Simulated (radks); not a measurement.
# Tm with its nuclear charge varied continuously

An exercise on one series of results from a longer session: the logs are not shown, and one member is left open.

Program: radks (a radial shooting solver on a logarithmic mesh, Libxc functionals) version 1. Level of theory: non-relativistic Kohn-Sham, r2SCAN, spin-unpolarised, spherical densities, point nucleus. These are calculated values, not measurements, unless marked.

## The atom as given

- element: thulium (Z = 69)
- charge: 0
- electrons: 69
- configuration: [Xe] 4f13 6s2

Outer shells as boxes (Hund's rule):

Tm
```
[Xe] core
4f [↑↓][↑↓][↑↓][↑↓][↑↓][↑↓][↑ ]
6s [↑↓]
```

Set-up of the first run:

Input:

```text
Z 69
configuration [Xe] 4f13 6s2
relativity non-relativistic
functional r2scan,r2scan
spin unpolarised
nucleus point
```

Steps of the session up to this table: Z = 69.

One table of the session follows, with a row left open; its other results are not shown here.

It belongs to the step «Z = 69». Sizes of the orbitals, from the radial functions (bohr):

```
level     <r>  outermost maximum (interpolated)  90 % within  nodes
   3d       ?                                 ?            ?      ?
   4s  0.5358                             0.499        0.769      3
   4p  0.5467                             0.502        0.794      2
   4d  0.5743                             0.504        0.862      1
   5s   1.343                              1.19         1.94      4
   5p   1.523                              1.30         2.25      3
   4f  0.7629                             0.490         1.32      0
   6s   4.348                              3.69         6.41      5
```

Q: Estimate the row for 3d from the others.

**Answer.** <r>: 0.2012; outermost maximum (interpolated): 0.165; 90 % within: 0.312; nodes: 0. In the column «<r>» it is the lowest.
